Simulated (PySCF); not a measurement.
# C6H18OSi2: the cost of one run

The runs use PySCF 2.14.0, with density-fitted response routines of our own; the level of theory stands in each step. All values are computed, except where a source is named. Atoms count from 0, in the outputs and in this text.

### Step 1. Starting geometry

27 atoms, charge 0, multiplicity 1; geometry from: GFN2-xTB.

Bonds of the start (Å): C0–Si1 1.90, Si1–C2 1.91, Si1–C3 1.91, Si1–O4 1.63, O4–Si5 1.63, Si5–C6 1.91, Si5–C7 1.90, Si5–C8 1.91, C0–H9 1.09, C0–H10 1.09, C0–H11 1.09, C2–H12 1.09, C2–H13 1.09, C2–H14 1.09, C3–H15 1.09, C3–H16 1.09, C3–H17 1.09, C6–H18 1.09, C6–H19 1.09, C6–H20 1.09, C7–H21 1.09, C7–H22 1.09, C7–H23 1.09, C8–H24 1.09, C8–H25 1.09, C8–H26 1.09.

### Step 2. Relaxing the molecule at PBE0-D3(BJ)/def2-SVP

The job: settings as JSON, then the geometry in Å.

```
{"job": {"xc": "PBE0", "basis": "def2-SVP", "d3": "d3bj", "grid": 1, "kind": "geom"}, "charge": 0, "multiplicity": 1}
C     -2.498890     1.594190    -0.432400
Si    -1.599900    -0.059860    -0.150590
C     -2.164670    -0.884470     1.471170
C     -1.846010    -1.242740    -1.623720
O     -0.013210     0.303010    -0.027930
Si     1.597940     0.107320     0.146340
C      1.931610    -0.779500     1.799270
C      2.348550     1.856780     0.132930
C      2.246280    -0.933550    -1.311500
H     -2.330340     2.278650     0.393240
H     -3.570340     1.450300    -0.528020
H     -2.149570     2.082570    -1.336780
H     -1.973100    -0.239690     2.323420
H     -3.226980    -1.106350     1.458430
H     -1.635880    -1.816920     1.644270
H     -2.895740    -1.463970    -1.788070
H     -1.333000    -2.185940    -1.461320
H     -1.452600    -0.812620    -2.539750
H      2.994800    -0.880540     1.992780
H      1.496140    -0.233300     2.630460
H      1.500540    -1.776200     1.804580
H      2.127690     2.371780    -0.796880
H      3.427840     1.824330     0.243140
H      1.952430     2.462210     0.942330
H      1.802170    -1.924370    -1.314850
H      2.005360    -0.466780    -2.261680
H      3.323750    -1.056720    -1.269340
```

Q: Estimate the wall time of this first job on 8 threads of Intel Xeon Platinum 8488C (Sapphire Rapids), shared host.

About 3.6 min.
